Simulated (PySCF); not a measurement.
# ClOTb (Tb(O)(Cl)): the cost of one run

Method: PBE0, Tb lcecp-1-SVP with ECP54, O def2-SVP, Cl def2-SVP; scalar-relativistic core potentials, no spin–orbit coupling; program: PySCF 2.14.0.

1 further run of the same task is left out (for a known fault of the program).

**1. The system as given**

3 atoms, charge 0, spin multiplicity 1.

Bond lengths: Tb1–O2 1.820 Å, Tb1–Cl3 2.623 Å. Angles: O2–Tb1–Cl3 131.8°.

Geometry (Å):

```mol
ClOTb
  3D, bonds by distance, orders not assigned

  3  2  0  0  0  0  0  0  0  0999 V2000
    0.0000    0.0000    0.0000 Tb  0  0
    1.6616    0.0000    0.7436 O   0  0
   -2.3938    0.0000    1.0713 Cl  0  0
  1  2  8  0
  1  3  8  0
M  END
```

Formal oxidation states: Tb +3. Each metal's 8 4f electrons lie in its core potential, so multiplicities, spins and levels count the valence alone.

**2. SCF at the start, singlet**

Contents of run.py (the lines that set the calculation):

```python
mol = gto.M(atom='''
Tb     0.00000     0.00000     0.00000
O      1.66160     0.00000     0.74360
Cl    -2.39380     0.00000     1.07130''',
    basis={'Tb': 'lcecp-1-SVP', 'O': 'def2-SVP', 'Cl': 'def2-SVP'},
    ecp={'Tb': 'lcecp-1-SVP'},
    charge=0, spin=0)
mf = dft.RKS(mol, xc='PBE0')
mf.grids.atom_grid = (50, 194)  # f atoms: unpruned, at least (60, 302)
mf = mf.density_fit()  # fitting sets: Tb AutoAux, O def2-universal-JKFIT, Cl def2-universal-JKFIT
mf.conv_tol = 1e-08; mf.max_cycle = 55
mf.kernel(dm0)  # dm0: free metal ions and neutral atoms
```

Started as:

```bash
> OMP_NUM_THREADS=2 python run.py
```

**Question.** How long does this run take on 2 threads of Arm Neoverse V1, shared host, and how much memory does it need?

About 2.1 s, with a peak of 0.32 GiB.
